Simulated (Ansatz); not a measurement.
MnS, space group Fm-3m, a dry run that shows the plan

With Ansatz 0.2.0 through its Python package.

Interactive session:
```pycon
>>> import warnings
>>> import ansatz as az
>>> from ase import Atoms
>>> warnings.simplefilter("ignore", az.DeckWarning)
>>> atoms = Atoms(
...     ["Mn", "S"],
...     scaled_positions=[
...         (0.0, 0.0, 0.0),
...         (0.5, 0.5, 0.5),
...     ],
...     cell=[
...         (0.0, 2.6045, 2.6045),
...         (2.6045, 0.0, 2.6045),
...         (2.6045, 2.6045, 0.0),
...     ],
...     pbc=True,
... )
>>> atoms.set_initial_magnetic_moments([4, 0.0])
>>> system = az.Crystal.from_ase(atoms)
>>> [site.symbol for site in system.resolved().sites]
['Mn', 'S']
>>> calc = (
...     system.calculation()
...     .functional("PBE")
...     .kpoints(11)
...     .occupations("fermi_dirac")
...     .spin(az.SpinTreatment.COLLINEAR)
... )
>>> session = calc.session()
>>> print("features:", ", ".join(session.active_features))
features: AnyPaw, Paw, PbeFamilyXc, FractionalOccupations, CollinearSpin
>>> print("SCF threshold (eV):", session.dr2_threshold)
SCF threshold (eV): 1e-07
>>> planned = session.plan(dry_run=True)
>>> told = planned.describe()
>>> for name in ("ecut_ev", "ecutrho_ev", "n_bands", "nominal_top_band", "n_pw_range", "fft_dense", "fft_smooth", "n_sym_ops", "cell_volume_ang3"):
...     print(f"{name:18s} {told[name]}")
...
ecut_ev            420.0
ecutrho_ev         1680.0
n_bands            17
nominal_top_band   11
n_pw_range         [677, 701]
fft_dense          [25, 25, 25]
fft_smooth         [25, 25, 25]
n_sym_ops          48
cell_volume_ang3   35.33483608224999
>>> print("irreducible k-points and weights")
irreducible k-points and weights
>>> for k, weight in zip(told.kpoints_frac, told.kweights):
...     print(f"  {k[0]:8.4f} {k[1]:8.4f} {k[2]:8.4f}  {weight:.5f}")
...
    0.0000   0.0000   0.0000  0.00075
    0.0000   0.0000   0.0909  0.00601
    0.0000   0.0000   0.1818  0.00601
    0.0000   0.0000   0.2727  0.00601
    0.0000   0.0000   0.3636  0.00601
    0.0000   0.0000   0.4545  0.00601
    0.0000   0.0909   0.0909  0.00451
    0.0000   0.0909   0.1818  0.01803
    0.0000   0.0909   0.2727  0.01803
    0.0000   0.0909   0.3636  0.01803
    0.0000   0.0909   0.4545  0.01803
    0.0000   0.0909  -0.4545  0.01803
    0.0000   0.0909  -0.3636  0.01803
    0.0000   0.0909  -0.2727  0.01803
    0.0000   0.0909  -0.1818  0.01803
    0.0000   0.0909  -0.0909  0.00902
    0.0000   0.1818   0.1818  0.00451
    0.0000   0.1818   0.2727  0.01803
    0.0000   0.1818   0.3636  0.01803
    0.0000   0.1818   0.4545  0.01803
    0.0000   0.1818  -0.4545  0.01803
    0.0000   0.1818  -0.3636  0.01803
    0.0000   0.1818  -0.2727  0.01803
    0.0000   0.1818  -0.1818  0.00902
    0.0000   0.2727   0.2727  0.00451
    0.0000   0.2727   0.3636  0.01803
    0.0000   0.2727   0.4545  0.01803
    0.0000   0.2727  -0.4545  0.01803
    0.0000   0.2727  -0.3636  0.01803
    0.0000   0.2727  -0.2727  0.00902
    0.0000   0.3636   0.3636  0.00451
    0.0000   0.3636   0.4545  0.01803
    0.0000   0.3636  -0.4545  0.01803
    0.0000   0.3636  -0.3636  0.00902
    0.0000   0.4545   0.4545  0.00451
    0.0000   0.4545  -0.4545  0.00902
    0.0909   0.1818   0.2727  0.01803
    0.0909   0.1818   0.3636  0.03606
    0.0909   0.1818   0.4545  0.03606
    0.0909   0.1818  -0.4545  0.03606
    0.0909   0.2727   0.3636  0.01803
    0.0909   0.2727   0.4545  0.03606
    0.0909   0.2727  -0.4545  0.03606
    0.0909   0.2727  -0.3636  0.03606
    0.0909   0.2727  -0.2727  0.03606
    0.0909   0.2727  -0.1818  0.01803
    0.0909   0.3636   0.4545  0.01803
    0.0909   0.3636  -0.4545  0.03606
    0.0909   0.3636  -0.3636  0.03606
    0.0909   0.3636  -0.2727  0.01803
    0.0909   0.4545  -0.4545  0.01803
    0.0909   0.4545  -0.3636  0.01803
    0.1818   0.3636  -0.4545  0.01803
    0.1818   0.3636  -0.3636  0.03606
    0.1818   0.4545  -0.3636  0.01803
    0.1818   0.4545  -0.2727  0.01803
```
